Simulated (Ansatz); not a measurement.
# C2H7BSSi: small, medium and large basis sets

An exercise on one series of results from a longer session: the logs are not shown, and one member is left open.

The runs use Ansatz 0.2.0, Gaussian basis; one geometry, several basis sets.

The runs, in order: PBE0-D4/def2-SVP; ωB97M-V/def2-SVP; PBE0-D4/def2-QZVPP; ωB97M-V/def2-QZVPP; the functionals' def2-TZVPP values are taken from earlier runs.

## The relaxed structure

An earlier PBE0-D4 in a triple-zeta def2 set relaxation fixed the geometry.

SMILES `[SiH3]B1CSC1`, 12 atoms, charge 0, spin multiplicity 1.

Atoms are counted from 1 here; the program's logs count them from 0.

Bond lengths: Si1–B2 2.022 Å, Si1–H6 1.492 Å, Si1–H7 1.489 Å, Si1–H8 1.491 Å, B2–C3 1.576 Å, B2–C5 1.574 Å, C3–S4 1.828 Å, C3–H9 1.094 Å, C3–H10 1.094 Å, S4–C5 1.828 Å, C5–H11 1.095 Å, C5–H12 1.095 Å. Angles: B2–Si1–H6 109.5°, B2–Si1–H7 113.5°, B2–Si1–H8 109.7°, H6–Si1–H7 108.2°, H6–Si1–H8 107.5°, H7–Si1–H8 108.3°, Si1–B2–C3 129.7°, Si1–B2–C5 131.8°, C3–B2–C5 98.5°, B2–C3–S4 89.9°, B2–C3–H9 115.4°, B2–C3–H10 115.4°, S4–C3–H9 113.9°, S4–C3–H10 114.0°, H9–C3–H10 107.6°, C3–S4–C5 81.5°, B2–C5–S4 90.0°, B2–C5–H11 115.3° and more.

Coordinates:

```xyz
12
charge 0, multiplicity 1
Si   -1.6078   -0.9249    0.4837
B     0.0889    0.0394   -0.0434
C     1.1590    0.7611    0.8612
S     2.1222    1.1978   -0.6303
C     0.7506    0.3069   -1.4459
H    -2.5147    0.0176    1.2008
H    -2.3497   -1.4945   -0.6743
H    -1.2835   -2.0366    1.4235
H     0.7930    1.6264    1.4226
H     1.6948    0.1139    1.5626
H     1.0623   -0.5872   -1.9953
H     0.1617    0.9250   -2.1313
```

The first run:

in.yaml reads:

```yaml
crystal:
  periodic: [false, false, false]
  atoms:
    - {symbol: Si, position_ang: [-1.607804, -0.924856, 0.483743]}
    - {symbol: B, position_ang: [0.088927, 0.039365, -0.043424]}
    - {symbol: C, position_ang: [1.158972, 0.761082, 0.861183]}
    - {symbol: S, position_ang: [2.122243, 1.197836, -0.630302]}
    - {symbol: C, position_ang: [0.750569, 0.306916, -1.445926]}
    - {symbol: H, position_ang: [-2.514684, 0.017557, 1.200838]}
    - {symbol: H, position_ang: [-2.349719, -1.494515, -0.674300]}
    - {symbol: H, position_ang: [-1.283477, -2.036607, 1.423516]}
    - {symbol: H, position_ang: [0.793042, 1.626415, 1.422559]}
    - {symbol: H, position_ang: [1.694797, 0.113934, 1.562555]}
    - {symbol: H, position_ang: [1.062306, -0.587225, -1.995251]}
    - {symbol: H, position_ang: [0.161729, 0.924999, -2.131292]}
basis:
  gaussian: {orbitals: def2-SVP}
hamiltonian: {xc: pbe0, dispersion: d4}
output: {orbitals: {seedname: orbitals}}
```

Command:

```console
$ ansatz run in.yaml --threads 4 --pin off --events-out ev --progress --plain --max-ram 10444MiB
```

Steps of the session up to this table: PBE0-D4 in def2-SVP; ωB97M-V in def2-SVP; PBE0-D4 in def2-QZVPP; ωB97M-V in def2-QZVPP.

One of the session's tables, all rows but one given; the rest of the session is left out.

It belongs to the step «Density functionals: the series». 

| functional | basis | HOMO (eV) | LUMO (eV) |
| --- | --- | --- | --- |
| PBE0-D4 | def2-SVP | -6.33 | -1.99 |
| PBE0-D4 | def2-TZVPP | ? | ? |
| PBE0-D4 | def2-QZVPP | -6.49 | -2.04 |
| ωB97M-V | def2-SVP | -8.53 | 0.06 |
| ωB97M-V | def2-TZVPP | -8.67 | -0.03 |
| ωB97M-V | def2-QZVPP | -8.71 | -0.06 |

Estimate the missing values for PBE0-D4, def2-TZVPP.

**Answer.** HOMO (eV): -6.46; LUMO (eV): -2.03. In the column «HOMO (eV)» it lies between PBE0-D4, def2-QZVPP (-6.49) and PBE0-D4, def2-SVP (-6.33).
